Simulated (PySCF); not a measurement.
**C₃H₅OPSi: electronic excitations and core binding energies**

Wanted: the electronic excitations and core binding energies of C₃H₅OPSi (`[SiH3]c1cpco1`), by calculation.

Programs: PySCF 2.14.0, with density-fitted response routines of our own. Each step states its level of theory. These are calculated values for one molecule in the gas phase, unless marked as measured. Atoms count from 0, in the outputs and in this text.

### 1 The molecule as given

11 atoms, charge 0, multiplicity 1; geometry from: GFN2-xTB.

Bonds of the start (Å): Si0–C1 1.88, C1–C2 1.36, C2–P3 1.76, P3–C4 1.71, C4–O5 1.34, O5–C1 1.34, Si0–H6 1.46, Si0–H7 1.46, Si0–H8 1.46, C2–H9 1.07, C4–H10 1.08.

### 2 TDDFT and polarisability: B3LYP/def2-SVPD

Job settings and geometry (Å):

```
{"job": {"kind": "uv", "xc": "B3LYP", "basis": "def2-SVPD", "nstates": 8, "ntriplets": 3}, "charge": 0, "multiplicity": 1}
Si    -1.887566     0.093364     0.062843
C     -0.014565    -0.068752     0.019147
C      0.791175    -1.131804     0.304455
P      2.496523    -0.735647     0.099194
C      1.979445     0.829799    -0.354079
O      0.659645     1.032102    -0.350979
H     -2.420565    -1.201584     0.480474
H     -2.353826     0.452097    -1.276689
H     -2.239902     1.145035     1.016991
H      0.418839    -2.090096     0.615571
H      2.576221     1.678157    -0.642892
```

Method: TDDFT B3LYP/def2-SVPD, vertical, gas phase, core orbitals frozen in the response.

Command:

```console
$ OMP_NUM_THREADS=1 python probes_run.py task.json out
```

This one command runs all jobs of the session in turn.

**Question.** This job is followed by: delta-SCF UKS SCAN, pcX-2 on the ionised atom, pcseg-1 elsewhere, spin-free X2C. Predict these results of the whole session: lowest singlet (B3LYP/def2-SVPD); brightest single state of those computed; lowest triplet; C1s binding energies, SCAN/pcX-2; Si1s binding energies, SCAN/pcX-2; Si2p binding energies, SCAN/pcX-2; P1s binding energies, SCAN/pcX-2; P2p binding energies, SCAN/pcX-2; O1s binding energies, SCAN/pcX-2.

The runs gave:

| quantity | value |
| --- | --- |
| lowest singlet (B3LYP/def2-SVPD) | 5.30 eV (234 nm), f = 0.111 |
| brightest single state of those computed | state 6, 6.45 eV, f = 0.384 |
| lowest triplet | 3.31 eV |
| C1s binding energies, SCAN/pcX-2 | C4 291.47, C1 291.45, C2 290.22 eV |
| Si1s binding energies, SCAN/pcX-2 | Si0 1846.67 eV |
| Si2p binding energies, SCAN/pcX-2 | Si0 107.14 eV |
| P1s binding energies, SCAN/pcX-2 | P3 2149.61 eV |
| P2p binding energies, SCAN/pcX-2 | P3 136.37 eV |
| O1s binding energies, SCAN/pcX-2 | O5 540.19 eV |

**Reading.** The first singlet state (HOMO→LUMO 0.94) lies at 5.30 eV and is bright; of the 8 states computed, the strongest absorption comes from state 6 at 6.45 eV. The lowest triplet lies 2.00 eV below the lowest singlet (triplets in Tamm-Dancoff, singlets in full TDDFT). The C1s levels kept as sound span 1.25 eV, from C2 (aromatic CH) up to C4 (aromatic CH next to the ring oxygen).
